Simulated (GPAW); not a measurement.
# TaVN2 (P4/mmm) in GPAW: single point with PBE

Aim: the single point of TaVN2 with PBE.

Everything below comes from runs of GPAW 26.7.0. Logs are shortened: lines on timing, memory, paths and dates and some standing lists are left out, and cuts for length are marked. The log counts tension as positive stress, the text compression.

### Step 1. The crystal as given

The structure is tetragonal, space group P4/mmm (No. 123). Conventional cell: a = 3.050 Å, b = 3.050 Å, c = 4.296 Å, α = 90.00°, β = 90.00°, γ = 90.00°. Ta (site symmetry 4/mmm) has 6 N at 2.15 to 2.16 Å as nearest neighbours. V (site symmetry 4/mmm) is surrounded by 6 N at 2.15 to 2.16 Å. Around N (site symmetry 4/mmm) lie 2 V at 2.15 Å and 4 Ta at 2.16 Å. N (site symmetry 4/mmm) is surrounded by 2 Ta at 2.15 Å and 4 V at 2.16 Å.

The cell comes from a database or a generator and needn't be the stable form of this composition.

### Step 2. Single point, PBE, collinear spin, ferromagnetic start

Input file run.py:

```python
from ase import Atoms
from ase.dft.bandgap import bandgap
from ase.io import write
from ase.units import GPa
from gpaw import GPAW, PW

atoms = Atoms(['Ta', 'V', 'N', 'N'],
              cell=[[3.049867, 0.0, 0.0],
                    [0.0, 3.049867, 0.0],
                    [0.0, 0.0, 4.296062]],
              scaled_positions=[[0.0, 0.0, 0.0],
                                [0.5, 0.5, 0.5],
                                [0.5, 0.5, 0.0],
                                [0.0, 0.0, 0.5]],
              pbc=True)
atoms.set_initial_magnetic_moments([0.0, 3.0, 0.0, 0.0])

calc = GPAW(mode=PW(600),
            xc='PBE',
            kpts={'size': (7, 7, 5), 'gamma': True},
            occupations={'name': 'fermi-dirac', 'width': 0.05},
            nbands=34,
            maxiter=120,
            txt='gpaw.txt')
atoms.calc = calc
energy = atoms.get_potential_energy()
forces = atoms.get_forces()
stress = atoms.get_stress()
calc.write('gs.gpw')
write('result.traj', atoms)
print(f'Energy: {energy:.6f} eV')
print('Forces (eV/A):')
print(forces.round(4))
print('Stress (GPa):', (stress / GPa).round(3))
print('Moments:', calc.get_magnetic_moments().round(3))
print('Fermi level:', round(calc.get_fermi_level(), 4), 'eV')
print(f'Gap: {bandgap(calc)[0]:.4f} eV, direct: {bandgap(calc, direct=True)[0]:.4f} eV')
```

Potentials or basis: GPAW PAW data sets (gpaw-data 1.2.1), pw.

Command:

```bash
$ OMP_NUM_THREADS=1 python run.py
```

gpaw.txt:

```text
__  _  _
 | _ |_)|_||  |
 |__||  | ||/\| - 26.7.0

Input parameters:
  mode=PW(ecut=600.0),
  kpts=MonkhorstPack(size=(7, 7, 5), gamma=True),
  maxiter=120,
  nbands=34,
  occupations=Occupations(name='fermi-dirac', width=0.05),
  xc=XC(name='PBE')

Diagonalizing LCAO Hamiltonian
Converting LCAO to pw mode
   .------.
  /|      |
 * |      |
 | |  V   |
 | |      |
 N .------.
 |/   N  /
 Ta-----*

Atoms  # Å, Bohr magnetons
|   | symbol |        x |        y |        z |    initial magnetic moments |
|---|--------|----------|----------|----------|-----------------------------|
| 0 |     Ta | 0.000000 | 0.000000 | 0.000000 | ( 0.0000,  0.0000,  0.0000) |
| 1 |      V | 1.524933 | 1.524933 | 2.148031 | ( 0.0000,  0.0000,  3.0000) |
| 2 |      N | 1.524933 | 1.524933 | 0.000000 | ( 0.0000,  0.0000,  0.0000) |
| 3 |      N | 0.000000 | 0.000000 | 2.148031 | ( 0.0000,  0.0000,  0.0000) |

Unit cell  # Å
| periodic |        x |        y |        z |  lengths |    angles |
|----------|----------|----------|----------|----------|-----------|
|      yes | 3.049867 | 0.000000 | 0.000000 | 3.049867 | 90.000000 |
|      yes | 0.000000 | 3.049867 | 0.000000 | 3.049867 | 90.000000 |
|      yes | 0.000000 | 0.000000 | 4.296062 | 4.296062 | 90.000000 |

Number of symmetries: 16
Symmetry operations  # r_c * U_cc + t_c -> r_c
|    | kind |            matrix            |
|----|------|------------------------------|
|  0 |  E   |  1, 0, 0,  0, 1, 0,  0, 0, 1 |
|  1 |  σ   |  1, 0, 0,  0, 1, 0,  0, 0,-1 |
|  2 |  σ   |  1, 0, 0,  0,-1, 0,  0, 0, 1 |
|  3 |  C2  |  1, 0, 0,  0,-1, 0,  0, 0,-1 |
|  4 |  σ   |  0, 1, 0,  1, 0, 0,  0, 0, 1 |
|  5 |  C2  |  0, 1, 0,  1, 0, 0,  0, 0,-1 |
|  6 |  C4  |  0, 1, 0, -1, 0, 0,  0, 0, 1 |
|  7 |  S4  |  0, 1, 0, -1, 0, 0,  0, 0,-1 |
|  8 |  C4  |  0,-1, 0,  1, 0, 0,  0, 0, 1 |
|  9 |  S4  |  0,-1, 0,  1, 0, 0,  0, 0,-1 |
| 10 |  σ   |  0,-1, 0, -1, 0, 0,  0, 0, 1 |
| 11 |  C2  |  0,-1, 0, -1, 0, 0,  0, 0,-1 |
| 12 |  σ   | -1, 0, 0,  0, 1, 0,  0, 0, 1 |
| 13 |  C2  | -1, 0, 0,  0, 1, 0,  0, 0,-1 |
| 14 |  C2  | -1, 0, 0,  0,-1, 0,  0, 0, 1 |
| 15 |  i   | -1, 0, 0,  0,-1, 0,  0, 0,-1 |

BZ-sampling:
  Number of BZ points: 245
  Number of IBZ points: 30

  Monkhorst-Pack size: [7, 7, 5]
  Monkhorst-Pack shift: [0, 0, 0]

K-points  # in reciprocal-cell coordinates
|     |                                coordinates |     weight |
|-----|--------------------------------------------|------------|
|   0 | (  0.00000000,   0.00000000,   0.00000000) | 0.00408163 |
|   1 | (  0.00000000,   0.00000000,   0.20000000) | 0.00816327 |
|   2 | (  0.00000000,   0.00000000,   0.40000000) | 0.00816327 |
|   3 | (  0.14285714,   0.00000000,   0.00000000) | 0.01632653 |
|   4 | (  0.14285714,   0.00000000,   0.20000000) | 0.03265306 |
|   5 | (  0.14285714,   0.00000000,   0.40000000) | 0.03265306 |
|   6 | (  0.14285714,   0.14285714,   0.00000000) | 0.01632653 |
|   7 | (  0.14285714,   0.14285714,   0.20000000) | 0.03265306 |
|   8 | (  0.14285714,   0.14285714,   0.40000000) | 0.03265306 |
|   9 | (  0.28571429,   0.00000000,   0.00000000) | 0.01632653 |
[... 99 lines left out ...]
    Using partial waves for N as LCAO basis

Reference energy: -452956.379971  # eV

eigensolver:
  PPCG
  Converge bands: occupied
  niter=2

density mixing:
  MSR1-Mixer
  Pratt-step length: 0.05
  Maximum mixing coefficient: 0.75
  Old densities: 10
  SVD Regularization: 0.005
  Good broyden scale: 1.0
  Trust region scale: 1.0
  Backstep threshold: 4.0
  History deletion threshold: 6.0
  Fourier metric: weight=20.0, sigma=0.015

occupation numbers:
  Fermi-Dirac:
    width: 0.0500  # eV

poisson solver:
  ecut: 4800.0  # eV

xc functional:
  name: PBE with 2 nearest neighbor stencil

convergence criteria:
- Maximum [total energy] change in last 3 cyles: 0.0005 eV / valence electron
- Maximum integral of absolute [dens]ity change: 0.0001 electrons / valence electron
- Maximum integral of absolute [eigenst]ate change: 4e-08 eV^2 / valence electron
maximum number of iterations: 120

SCF iterations
|iter     | |      energy | eigst |  dens |  magmom |
|---------|-|-------------|-------|-------|---------|
|iter:   1| |  -41.603407 | +0.29 |       |  +3.0036|
|iter:   2| |  -40.572736 | -1.64 | -0.86 |  +2.9522|
|iter:   3| |  -38.587074 | -1.22 | -0.91 |  +2.3565|
|iter:   4| |  -39.454456 | -1.89 | -1.38 |  +2.2588|
|iter:   5| |  -38.472513 | -2.15 | -0.97 |  +2.1159|
|iter:   6| |  -38.542874 | -3.02 | -1.61 |  +1.7318|
|iter:   7| |  -38.569744 | -3.25 | -1.89 |  +1.3763|
|iter:   8| |  -38.576842 | -3.84 | -2.20 |  +1.2588|
|iter:   9| |  -38.577766c| -4.02 | -2.46 |  +1.1998|
|iter:  10| |  -38.578652c| -4.59 | -2.70 |  +1.1390|
|iter:  11| |  -38.579205c| -4.40 | -2.92 |  +1.0568|
|iter:  12| |  -38.579182c| -4.63 | -3.05 |  +1.0028|
|iter:  13| |  -38.579159c| -5.37 | -3.29 |  +1.0291|
|iter:  14| |  -38.579067c| -5.70 | -3.56 |  +1.0095|
|iter:  15| |  -38.578995c| -5.92 | -3.93 |  +0.9946|
|iter:  16| |  -38.578973c| -7.37 | -4.21c|  +0.9917|
|iter:  17| |  -38.578962c| -8.00c| -4.51c|  +0.9905|

Converged in 17 steps
Energy contributions relative to reference atoms: (reference = -452956.379971)

Energy contributions:
  Kinetic:          23.445970
  Coulomb:         -25.072773
  Zero:             -0.018182
  External:          0.000000
  Xc:              -36.921085
  Entropy:          -0.025783
  Spinorbit:         0.000000
  ----------------------------
  Free energy:     -38.591853
  Extrapolated:    -38.578962

dipole moment: (-18.525127, -18.525127, -26.088713)  # |e|*Ang

Total magnetic moment: (0.000000, 0.000000, 0.990493)

Local magnetic moments
|        x |        y |         z |
|----------|----------|-----------|
| 0.000000 | 0.000000 | -0.080873 |  # Ta   0
| 0.000000 | 0.000000 |  0.965490 |  # V    1
| 0.000000 | 0.000000 |  0.006720 |  # N    2
| 0.000000 | 0.000000 |  0.006094 |  # N    3

Fermi level: 13.657
Eigenvalues  # (at kpt = [0.000, 0.000, 0.000])
| band index |      eig [eV] | occ [0-1] |      eig [eV] | occ [0-1] |
|------------|---------------|-----------|---------------|-----------|
|          0 |       -55.580 |     1.000 |       -55.620 |     1.000 |
|        ... |               |           |               |           |
|         13 |         9.568 |     1.000 |         9.610 |     1.000 |
|         14 |        10.790 |     1.000 |        10.809 |     1.000 |
|         15 |        10.812 |     1.000 |        10.809 |     1.000 |
|         16 |        10.812 |     1.000 |        10.853 |     1.000 |
|         17 |        11.823 |     1.000 |        12.472 |     1.000 |
|         18 |        11.823 |     1.000 |        12.495 |     1.000 |
[... 8 lines left out ...]
|         27 |        21.759 |     0.000 |        21.992 |     0.000 |
|         28 |        23.973 |     0.000 |        24.103 |     0.000 |
|        ... |               |           |               |           |
|         33 |        40.205 |     0.000 |        40.425 |     0.000 |

No gap
No difference between direct/indirect transitions

Forces  # eV/Ang
|        x |        y |       z |
|----------|----------|---------|
|  0.00000 |  0.00000 | 0.00000 |  # Ta   0
|  0.00000 |  0.00000 | 0.00000 |  # V    1
| -0.00000 | -0.00000 | 0.00000 |  # N    2
|  0.00000 |  0.00000 | 0.00000 |  # N    3

Stress tensor  # eV/Ang^3
|        x |        y |        z |
|----------|----------|----------|
| 0.042338 | 0.000000 | 0.000000 |
| 0.000000 | 0.042338 | 0.000000 |
| 0.000000 | 0.000000 | 0.038649 |

# Writing to gs.gpw (mode='')
```

Wall time 88 s (1 thread of Arm Neoverse V2, shared host); peak memory 0.21 GiB.

Results:

```
Free energy            : -38.5919 eV
Pressure               : -6.6 GPa
Band gap on the k mesh : none (metal or under the smearing width)
Net moment             : 0.99 μB per cell
Site moments           : Ta -0.08; V +0.97; N +0.01 μB
```

Stress tensor (GPa, compression positive):
```
-6.78  0.00  0.00
 0.00 -6.78  0.00
 0.00  0.00 -6.19
```

Caveat: the cutoff is short for stress and forces, so pressures can be off by a GPa or more.
